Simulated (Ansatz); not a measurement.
# C4H8BCl: the cost of one run

Method: RKS PBE0/def2-SVP, in Ansatz 0.2.0.

## Step 1: The system as given

Bond lengths: B1–C2 1.616 Å, C2–C3 1.517 Å, C2–C4 1.471 Å, C4–C5 1.379 Å, C4–Cl6 1.787 Å, B1–H7 1.157 Å, B1–H8 1.158 Å, C2–H9 1.152 Å, C3–H10 1.137 Å, C3–H11 1.133 Å, C3–H12 1.072 Å, C5–H13 1.058 Å, C5–H14 1.119 Å. Angles (14 of 21 angles, heavy atoms first): B1–C2–C3 110.2°, B1–C2–C4 115.7°, C3–C2–C4 108.6°, C2–C4–C5 122.9°, C2–C4–Cl6 120.5°, C5–C4–Cl6 116.1°, B1–C2–H9 106.3°, C3–C2–H9 108.4°, C4–C2–H9 107.3°, C2–B1–H7 120.8°, C2–B1–H8 116.8°, C2–C3–H10 109.7°, C2–C3–H11 108.9°, C2–C3–H12 114.8°.

As a file:

```xyz
14

B    -0.2676   -1.7553    0.0451
C     0.2665   -0.3131    0.5423
C     1.4875    0.0984   -0.2592
C    -0.7150    0.7815    0.4976
C    -1.3499    1.1726   -0.6629
Cl   -1.2987    1.5383    2.0078
H     0.2151   -2.2840   -0.8634
H    -1.2146   -2.1697    0.5660
H     0.5810   -0.4457    1.6424
H     1.9088    1.0692    0.1557
H     2.3095   -0.6642   -0.0952
H     1.3179    0.2063   -1.3126
H    -1.1206    0.7655   -1.6123
H    -2.1328    1.9710   -0.6223
```

## Step 2: Relaxing end A

The input, input.yaml:

```yaml
crystal:
  periodic: [false, false, false]
  atoms:
    - { symbol: B, position_ang: [-0.2676, -1.7553, 0.0451] }
    - { symbol: C, position_ang: [0.2665, -0.3131, 0.5423] }
    - { symbol: C, position_ang: [1.4875, 0.0984, -0.2592] }
    - { symbol: C, position_ang: [-0.715, 0.7815, 0.4976] }
    - { symbol: C, position_ang: [-1.3499, 1.1726, -0.6629] }
    - { symbol: Cl, position_ang: [-1.2987, 1.5383, 2.0078] }
    - { symbol: H, position_ang: [0.2151, -2.284, -0.8634] }
    - { symbol: H, position_ang: [-1.2146, -2.1697, 0.566] }
    - { symbol: H, position_ang: [0.581, -0.4457, 1.6424] }
    - { symbol: H, position_ang: [1.9088, 1.0692, 0.1557] }
    - { symbol: H, position_ang: [2.3095, -0.6642, -0.0952] }
    - { symbol: H, position_ang: [1.3179, 0.2063, -1.3126] }
    - { symbol: H, position_ang: [-1.1206, 0.7655, -1.6123] }
    - { symbol: H, position_ang: [-2.1328, 1.971, -0.6223] }
basis:
  gaussian: { orbitals: def2-SVP }
hamiltonian:
  xc: pbe0
relax:
  f_tol: 0.02
  max_steps: 50
output:
  orbitals: {}
```

Launch:

```sh
$ ansatz run input.yaml --threads 2 --pin off --max-ram 3072MiB --backend cpu --events-out ev --progress --plain --runs-dir out
```

What time and memory should one allow on 2 threads of Intel Xeon Platinum 8259CL at 2.50GHz (Skylake/Cascade Lake), shared host?

About 2.5 min, with a peak of 0.35 GiB.
